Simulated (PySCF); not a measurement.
# Br2Tl (Tl(Br)2+): the cost of one run

Computed with PySCF 2.14.0. Level: BP86, Tl def2-SVP with ECP60, Br def2-SVP; scalar-relativistic core potentials, no spin–orbit coupling.

2 further runs of the same task are left out: 2 for a known fault of the program.

### 1 The starting structure

3 atoms, charge 1, spin multiplicity 1.

Bond lengths: Tl1–Br2 2.466 Å, Tl1–Br3 2.466 Å. Angles: Br2–Tl1–Br3 179.9°.

As a file:

| atom | x (Å) | y (Å) | z (Å) |
| --- | --- | --- | --- |
| Tl1 | 0.0000 | 0.0000 | 0.2406 |
| Br2 | 2.4665 | 0.0000 | 0.2427 |
| Br3 | -2.4665 | 0.0000 | 0.2427 |

Formal oxidation states: Tl +3. An earlier session relaxed this geometry at BP86, Tl def2-SVP with ECP60, Br def2-SVP (singlet, point group D∞h).

Its energy there is -5320.662009 Eh.

### 2 Multiplicity 3 at the relaxed geometry

File run.py (the lines that set the calculation):

```python
mol = gto.M(atom='''
Tl     0.00000     0.00000     0.24058
Br     2.46648     0.00000     0.24268
Br    -2.46648     0.00000     0.24268''',
    basis={'Tl': 'def2-SVP', 'Br': 'def2-SVP'},
    ecp={'Tl': 'def2-SVP'},
    charge=1, spin=2)
mf = dft.UKS(mol, xc='B88,P86')
mf.grids.atom_grid = (50, 194)
mf = mf.density_fit()  # fitting sets: Tl def2-universal-JKFIT, Br def2-universal-JKFIT
mf.conv_tol = 1e-08; mf.max_cycle = 55
mf.kernel(dm0)  # dm0: free metal ions and neutral atoms
```

Started as:

```bash
$ OMP_NUM_THREADS=2 python run.py
```

**Question.** How long does this run take on 2 threads of Arm Neoverse V2, shared host?

About 25 s.
